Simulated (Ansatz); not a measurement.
## C₂H₉BS, SMILES C[BH-](C)[SH2+]: a single point in a Gaussian basis

Program: the Ansatz DFT code, driven from Python.

The script, `run_energy.py`:
```python
"""Single point of C2H9BS."""

import ansatz as az

BASIS_SET = "pcseg-2"
XC = "revpbe0"


def main() -> None:
    geometry_ang = [
        ("C", (-0.891, 0.9615, -0.7176)),
        ("B", (-0.1605, -0.3443, -0.3504)),
        ("C", (1.3578, -0.0297, -0.0739)),
        ("S", (-0.8601, -1.106, 1.1477)),
        ("H", (-2.0032, 0.7678, -0.9537)),
        ("H", (-0.881, 1.749, 0.1066)),
        ("H", (-0.463, 1.462, -1.6335)),
        ("H", (-0.1975, -1.0898, -1.2668)),
        ("H", (1.8643, 0.4315, -0.9194)),
        ("H", (1.9231, -0.9724, 0.2136)),
        ("H", (1.4775, 0.6774, 0.8106)),
        ("H", (-0.2901, -2.2964, 1.4447)),
        ("H", (-0.856, -0.2453, 2.2071)),
    ]
    mol = az.Crystal.molecule()
    for symbol, xyz in geometry_ang:
        mol = mol.atom(symbol, xyz)

    calculation = mol.calculation().basis(gaussian=BASIS_SET).functional(XC)
    print(calculation.to_yaml())
    outcome = calculation.run(threads=1, backend="cpu")
    report = outcome.report

    print(f"E = {report['free_energy_ev']:.6f} eV = {report['free_energy_ev'] / 27.211386246:.7f} Ha")
    print("converged:", report["converged"], " doubts:", report["published_state_doubts"] or "none")

    field = report["mean_field"]
    print("<S^2> =", round(abs(field["state"]["spin_squared"]), 4), " relativity:", field["relativity"])
    print("passes:", field["passes"])
    if "symmetry" in field:
        print("occupied orbitals by irrep:", field["symmetry"]["occupied"])


if __name__ == "__main__":
    main()
```

Output of `python run_energy.py`:
```text
crystal:
  periodic: [false, false, false]
  atoms:
    - { symbol: C, position_ang: [-0.891, 0.9615, -0.7176] }
    - { symbol: B, position_ang: [-0.1605, -0.3443, -0.3504] }
    - { symbol: C, position_ang: [1.3578, -0.0297, -0.0739] }
    - { symbol: S, position_ang: [-0.8601, -1.106, 1.1477] }
    - { symbol: H, position_ang: [-2.0032, 0.7678, -0.9537] }
    - { symbol: H, position_ang: [-0.881, 1.749, 0.1066] }
    - { symbol: H, position_ang: [-0.463, 1.462, -1.6335] }
    - { symbol: H, position_ang: [-0.1975, -1.0898, -1.2668] }
    - { symbol: H, position_ang: [1.8643, 0.4315, -0.9194] }
    - { symbol: H, position_ang: [1.9231, -0.9724, 0.2136] }
    - { symbol: H, position_ang: [1.4775, 0.6774, 0.8106] }
    - { symbol: H, position_ang: [-0.2901, -2.2964, 1.4447] }
    - { symbol: H, position_ang: [-0.856, -0.2453, 2.2071] }
basis:
  gaussian:
    orbitals: pcseg-2
hamiltonian:
  xc: revpbe0

E = -13730.241614 eV = -504.5770726 Ha
converged: True  doubts: none
<S^2> = 0.0  relativity: none
passes: {'evaluations': 16, 'products': 12}
occupied orbitals by irrep: [{'A': 21}, {'A': 21}]
```

Notes:
- Total energies depend on the basis set; only differences at equal settings carry meaning.
- The geometry is a force-field or estimated start, not a minimum of this method, and the basis set is short of its limit.
- Hardware and time: 6.7 s on 1 thread of Arm Neoverse V2 (shared host), peak memory 0.49 GiB.

(A comment or docstring line of the script was reworded after the run, the code is as it ran; lines on the test bed's own set-up are left out of the output.)
